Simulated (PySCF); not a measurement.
# C3H6F2O2Si: the cost of one run

Computed with PySCF 2.14.0 and routines of our own; the level stands in each step. Atoms count from 0.

## (1) The starting structure

14 atoms, charge 0, multiplicity 1; geometry from: GFN2-xTB.

## (2) Magnetic properties: GIAO PBE/pcSseg-1

Job settings and geometry (Å):

```
{"job": {"kind": "mag", "xc": "PBE", "basis": "pcSseg-1", "isotopologues": 2}, "charge": 0, "multiplicity": 1}
F     -0.024669    -0.951159    -1.663265
C     -0.677945    -0.961456    -0.454742
F     -1.622930    -1.923510    -0.593774
C     -1.296995     0.389615    -0.198086
Si     0.171560     1.564904     0.131978
O      1.278777     0.607684     0.856648
C      1.401940    -0.744846     0.606760
O      0.171371    -1.412532     0.524771
H     -1.942963     0.283859     0.672002
H     -1.914596     0.653025    -1.053435
H     -0.107806     2.546816     1.162663
H      0.668320     2.060668    -1.151023
H      1.980428    -0.903075    -0.316217
H      1.914830    -1.210467     1.453553
```

Method: GIAO PBE/pcSseg-1 magnetisability, rotational g tensor and spin-rotation constants, non-relativistic, gas phase.

On the command line:

```
> OMP_NUM_THREADS=1 python excited_run.py task.json out
```

The driver reads the jobs from task.json and runs them one after another.

Q: Estimate the wall time and peak memory of this first job on 1 thread of Arm Neoverse V2, shared host.

About 34 s, with a peak of 0.67 GiB.
